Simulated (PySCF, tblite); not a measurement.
# C5H5F3Si: geometry, infrared bands and NMR shifts

Wanted: the infrared bands and NMR shifts of C5H5F3Si (`F[Si](F)(F)C1=CCC=C1`), by calculation.

Computed with tblite 0.8.0 and PySCF 2.14.0, with density-fitted response routines of our own, on a single molecule in the gas phase. Atoms count from 0, in the outputs and in this text.

## 1. The starting structure

14 atoms, charge 0, multiplicity 1; geometry from: force field or distance geometry start.

Bonds of the start (Å): F0–Si1 1.67, Si1–F2 1.68, Si1–F3 1.71, Si1–C4 1.84, C4–C5 1.30, C5–C6 1.48, C6–C7 1.48, C7–C8 1.33, C8–C4 1.48, C5–H9 1.09, C6–H10 1.13, C6–H11 1.11, C7–H12 1.10, C8–H13 1.09.

## 2. Geometry optimisation with GFN2-xTB

Job settings and geometry (Å):

```
{"job": {"kind": "relax", "xc": "GFN2-xTB", "basis": "xTB"}, "charge": 0, "multiplicity": 1}
F      2.385100    -0.045900    -2.219600
Si     2.027900     0.718000    -0.781200
F      1.958200     2.391800    -0.926000
F      3.180700     0.354500     0.422400
C      0.383800     0.131100    -0.184200
C      0.112000    -0.135400     1.061400
C     -1.292200    -0.572100     1.178100
C     -1.771700    -0.506800    -0.217400
C     -0.799600    -0.101500    -1.033900
H      0.794300    -0.056000     1.904000
H     -1.922400     0.157900     1.760600
H     -1.373400    -1.597300     1.607200
H     -2.809600    -0.777800    -0.481300
H     -0.873700     0.039100    -2.112300
```

Launch:

```bash
$ OMP_NUM_THREADS=1 python probes_run.py task.json out
```

The driver reads the jobs from task.json and runs them one after another.

**Question.** This job is followed by: GFN2-xTB harmonic vibrations, gas phase; GIAO PBE0/pcSseg-1 NMR shielding, non-relativistic, gas phase. What will the session give for the following? strongest single infrared mode (GFN2-xTB); zero-point energy (GFN2-xTB); 13C shifts against TMS (PBE0/pcSseg-1); 1H shifts against TMS (PBE0/pcSseg-1, means over atoms taken as alike); 19F shifts against CFCl3 (PBE0/pcSseg-1, means over atoms taken as alike); 29Si shifts against TMS (PBE0/pcSseg-1).

As calculated:

| quantity | value |
| --- | --- |
| strongest single infrared mode (GFN2-xTB) | 909 cm⁻¹, 277 km/mol |
| zero-point energy (GFN2-xTB) | 56.3 kcal/mol |
| 13C shifts against TMS (PBE0/pcSseg-1) | 162.6, 142.9, 139.9, 135.5, 48.3 ppm |
| 1H shifts against TMS (PBE0/pcSseg-1, means over atoms taken as alike) | 7.45, 6.88, 6.84, 3.27 ppm |
| 19F shifts against CFCl3 (PBE0/pcSseg-1, means over atoms taken as alike) | -149.2 ppm |
| 29Si shifts against TMS (PBE0/pcSseg-1) | -66.6 ppm |

In words: The optimisation took 39 steps and gained 0.707 eV; among the close pairs (by a distance rule), Si1–F3 changed most, from 1.706 to 1.589 Å. No mode is imaginary among the 36: a minimum at this level. GFN2-xTB is a fitted tight-binding method: band positions and strengths are rough. Its intensities can rank the bands wrongly. At PBE0/pcSseg-1: Shielding is most anisotropic at C5 (span 245 ppm, paramagnetic term -229 ppm).
